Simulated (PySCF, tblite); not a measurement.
# C₃H₁₁ClGeSi: geometry, infrared bands and NMR shifts

Aim: predict the infrared bands and NMR shifts of C₃H₁₁ClGeSi (`CCC[Si@@H](Cl)[GeH3]`).

The runs use tblite 0.8.0 and PySCF 2.14.0, with density-fitted response routines of our own; the level of theory stands in each step. All values are computed, except where a source is named. Atoms are numbered from 0 throughout.

## 1. The molecule as given

17 atoms, charge 0, multiplicity 1; geometry from: force field or distance geometry start.

Bonds of the start (Å): C0–C1 1.51, C1–C2 1.52, C2–Si3 1.86, Si3–Cl4 2.08, Si3–Ge5 2.31, C0–H6 1.11, C0–H7 1.12, C0–H8 1.11, C1–H9 1.12, C1–H10 1.12, C2–H11 1.11, C2–H12 1.11, Si3–H13 1.48, Ge5–H14 1.55, Ge5–H15 1.55, Ge5–H16 1.55.

## 2. Geometry optimisation with GFN2-xTB

What the job is given:

```
{"job": {"kind": "relax", "xc": "GFN2-xTB", "basis": "xTB"}, "charge": 0, "multiplicity": 1}
C     -2.466300     0.437300     0.701900
C     -1.103500    -0.195900     0.542100
C     -0.509000     0.061800    -0.835200
Si     1.161300    -0.734800    -1.040800
Cl     1.831300    -0.480000    -2.990100
Ge     2.670300     0.228400     0.421100
H     -2.871000     0.236600     1.715300
H     -2.399200     1.545100     0.569800
H     -3.175200     0.017300    -0.044800
H     -0.427400     0.217000     1.333500
H     -1.195500    -1.297800     0.715400
H     -0.408100     1.154900    -1.001400
H     -1.199500    -0.346700    -1.606800
H      1.057800    -2.180700    -0.746100
H      2.206200     0.003800     1.885300
H      2.747500     1.752100     0.152600
H      4.073100    -0.406200     0.218300
```

Launch:

```sh
OMP_NUM_THREADS=1 python probes_run.py task.json out
```

This one command runs all jobs of the session in turn.

**Question.** This job is followed by: GFN2-xTB harmonic vibrations, gas phase; GIAO PBE0/pcSseg-1 NMR shielding, non-relativistic, gas phase. Predict these results of the whole session: strongest single infrared mode (GFN2-xTB); zero-point energy (GFN2-xTB); 13C shifts against TMS (PBE0/pcSseg-1); 1H shifts against TMS (PBE0/pcSseg-1, means over atoms taken as alike); 29Si shifts against TMS (PBE0/pcSseg-1); 35Cl shifts against HCl (PBE0/pcSseg-1); 73Ge shifts against GeMe4 (PBE0/pcSseg-1); surface potential, 1st and 99th percentile.

**Answer**, as computed:

```
                                                              quantity                                         value
                             strongest single infrared mode (GFN2-xTB)                         2049 cm⁻¹, 463 km/mol
                                          zero-point energy (GFN2-xTB)                                 78.6 kcal/mol
                                13C shifts against TMS (PBE0/pcSseg-1)                          25.9, 21.8, 20.4 ppm
1H shifts against TMS (PBE0/pcSseg-1, means over atoms taken as alike)  5.52, 3.13, 1.42, 1.21, 1.19, 1.14, 0.95 ppm
                               29Si shifts against TMS (PBE0/pcSseg-1)                                       2.1 ppm
                               35Cl shifts against HCl (PBE0/pcSseg-1)                                       -43 ppm
                             73Ge shifts against GeMe4 (PBE0/pcSseg-1)                                      -371 ppm
                                 surface potential, 1st and 99th percentile                            -0.52 V and 0.93 V
```

**Reading.** Over 99 steps the energy fell by 0.270 eV; of the close pairs, Ge5–H16 changed most, 1.553 to 1.496 Å. All 45 modes are real, so the xTB geometry is a minimum. The strongest single mode, at 2049 cm⁻¹, moves mainly H16. GFN2-xTB is a fitted tight-binding method: band positions and strengths are rough. Its intensities can rank the bands wrongly. At PBE0/pcSseg-1: The largest span, 112 ppm, is at Cl4, where the paramagnetic term is -155 ppm. Spin-orbit coupling is left out, which matters for shieldings and couplings at and beside the heavy atoms.
